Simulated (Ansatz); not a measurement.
# BiN (zincblende): equation of state and elastic constants

The task here is to estimate one member of a computed series from the others.

Method: DFT PBE, scalar-relativistic, plane waves, PAW, in Ansatz 0.2.0.

### The starting structure

The structure is cubic, space group F-43m (No. 216). The conventional cell has a = 5.552 Å, b = 5.552 Å, c = 5.552 Å, α = 90.00°, β = 90.00°, γ = 90.00°. Bi (site symmetry -43m) is surrounded by 4 N at 2.40 Å. Around N (site symmetry -43m) lie 4 Bi at 2.40 Å.

Structure file:

```cif
data_structure
_symmetry_space_group_name_H-M 'P 1'
_symmetry_Int_Tables_number 1
_cell_length_a 3.9260
_cell_length_b 3.9260
_cell_length_c 3.9260
_cell_angle_alpha 60.000
_cell_angle_beta 60.000
_cell_angle_gamma 60.000
_cell_volume 42.79
loop_
_atom_site_label
_atom_site_type_symbol
_atom_site_fract_x
_atom_site_fract_y
_atom_site_fract_z
_atom_site_occupancy
Bi1 Bi 0.00000 0.00000 0.00000 1
N1 N 0.25000 0.25000 0.25000 1
```

This cell comes from an earlier session at PBE: 21.395 Å³/atom at 0.00 GPa, on a 10×10×10 mesh.

Volume factors to run: 0.980, 1.020, 0.960, 1.040, 1.070, 1.100, 0.945.

Set-up of the first run:

input.yaml

```yaml
crystal:
  lattice:
    - [0.0, 2.7574718311, 2.7574718311]
    - [2.7574718311, 0.0, 2.7574718311]
    - [2.7574718311, 2.7574718311, 0.0]
  atoms:
    - { symbol: Bi, position: [0.0, 0.0, 0.0] }
    - { symbol: "N", position: [0.25, 0.25, 0.25] }
basis:
  ecutwfc: 420
  ecutrho_ratio: 4
kpoints:
  mp_grid: { grid: [10, 10, 10] }
hamiltonian:
  xc: pbe
scf:
  occupations: { method: gaussian, width: 0.05 }
output:
  forces: true
  stress: true
  eigenvalues: true
```

Among the steps run: Scaling the volume by 0.980; At 1.020 of the relaxed volume; At 0.960 of the relaxed volume; Scaling the volume by 1.040; Volume × 1.070; Scaling the volume by 1.100; Scaling the volume by 0.945.

One of the session's tables, all rows but one given; the rest of the session is left out.

It belongs to the step «The fit». 

| volume (Å³/atom) | energy (meV/atom) | pressure (GPa) |
| --- | --- | --- |
| 20.218 | 18.71 | 5.32 |
| 20.539 | 9.62 | 3.72 |
| 20.967 | 2.31 | 1.77 |
| 21.395 | 0.00 | 0.00 |
| 21.823 | ? | ? |
| 22.251 | 8.46 | -3.04 |
| 22.892 | 24.51 | -4.92 |
| 23.534 | 47.50 | -6.52 |

**Question.** Estimate the row for volume (Å³/atom) = 21.823.

Worked estimate for «energy (meV/atom)». A straight line through the neighbours (21.395, 0.00) and (22.251, 8.46) gives 0.00 + (8.46 − 0.00) × (21.823 − 21.395) / (22.251 − 21.395) = 4.23; a parabola fitted to 4 rows on both sides gives 2.29.

As computed: energy (meV/atom): 2.22; pressure (GPa): -1.60. In «energy (meV/atom)» the line misses by +2.01 and the parabola by +0.07.
